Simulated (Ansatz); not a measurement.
A nudged elastic band was laid between two geometries of a periodic cell of 17 atoms, LiSi16 (host Si, host structure diamond, interstitial Li).

Theory: DFT LDA, scalar-relativistic, plane waves, PAW in Ansatz 0.2.0. Settings: PAW set soft_1, cutoff 420 eV, k mesh 2x2x2, gaussian smearing 0.02 eV, spin collinear.

```
movable images  : 5
climbing image  : yes
spring          : 1.0 eV/Å²
optimiser       : fire
start path      : IDPP
force threshold : 0.05 eV/Å
iteration limit : 65
end points      : relaxed
```

Initial state:

```xyz
17
Lattice="0.0000 5.4300 5.4300 5.4300 0.0000 5.4300 5.4300 5.4300 0.0000" Properties=species:S:1:pos:R:3
Si -0.010 0.012 -0.011
Si 1.360 1.340 1.356
Si 2.748 2.684 -0.031
Si 4.093 4.073 1.358
Si 2.728 0.011 2.726
Si 4.073 1.357 4.073
Si 5.421 2.703 2.727
Si 6.790 4.071 4.055
Si -0.025 2.688 2.742
Si 1.360 4.074 4.090
Si 2.748 5.462 2.747
Si 4.081 6.787 4.073
Si 2.728 2.704 5.419
Si 4.058 4.072 6.788
Si 5.406 5.456 5.404
Si 6.791 6.805 6.789
Li 6.801 4.072 6.789
```

Final state:

Only the atoms that move by more than 0.05 Å are listed.
```
Si6 4.104 1.330 4.101
Li17 8.149 2.716 8.145
```

Task: What changes between the two ends?

Result: Contacts lost: Si8–Li17, Si14–Li17, Si15–Li17, Si16–Li17. Contacts made: Si5–Li17, Si6–Li17, Si7–Li17, Si13–Li17. The atom that moves furthest is Li17, by 2.34 Å; four of its nearest neighbours are Si11 2.40, Si3 2.40, Si9 2.40, Si15 2.40 Å at the first end and Si4 2.40, Si6 2.40, Si10 2.40, Si2 2.40 Å at the last.

Task: What energy profile does the band end with?

Result: It converged. The highest image is number 3 of 0 to 6, 0.48 eV above the ends, which have the same energy within 2 meV. By the program's own check the climbing image is of a kind that is not told: the force calls were inconclusive, a negative curvature could not be distinguished from the path's own, the only one lies far off the path, or fixed occupations may fill a level only in part (lowest curvatures found: -1.82 and 0.91 eV/Å²). Limits of this set-up: coarse k mesh, PAW files made for another functional, a small cell, in which the defect meets its images.

```csv
image,path coordinate (Å),energy (eV),Si8–Li17 (Å),Si14–Li17 (Å),Si15–Li17 (Å)
0,0.00,0.00,2.73,2.74,2.40
1,0.45,0.11,2.95,2.95,2.61
2,0.86,0.35,3.23,3.23,2.98
3,1.26,0.48,3.52,3.52,3.38
4,1.66,0.35,3.84,3.83,3.80
5,2.07,0.11,4.18,4.17,4.25
6,2.52,0.00,4.50,4.50,4.70
```

Task: What is the geometry of the highest image?

Result: 
```xyz
17
Lattice="0.0000 5.4300 5.4300 5.4300 0.0000 5.4300 5.4300 5.4300 0.0000" Properties=species:S:1:pos:R:3
Si -0.096 0.100 -0.099
Si 1.306 1.292 1.301
Si 2.774 2.659 -0.066
Si 4.141 4.128 1.302
Si 2.689 -0.004 2.686
Si 3.991 1.445 3.986
Si 5.439 2.746 2.685
Si 6.821 4.043 4.068
Si -0.062 2.660 2.771
Si 1.305 4.129 4.139
Si 2.773 5.496 2.772
Si 4.176 6.689 4.171
Si 2.689 2.745 5.435
Si 4.072 4.044 6.817
Si 5.520 5.345 5.516
Si 6.822 6.793 6.818
Li 7.467 3.393 7.467
```

The band took 24 iterations and of the order of 10 core-minutes.

Time of the run: 5.9 min on 2 threads of Intel(R) Xeon(R) CPU @ 2.60GHz (Ice Lake), with other jobs on the host, peak memory 1.4 GiB.
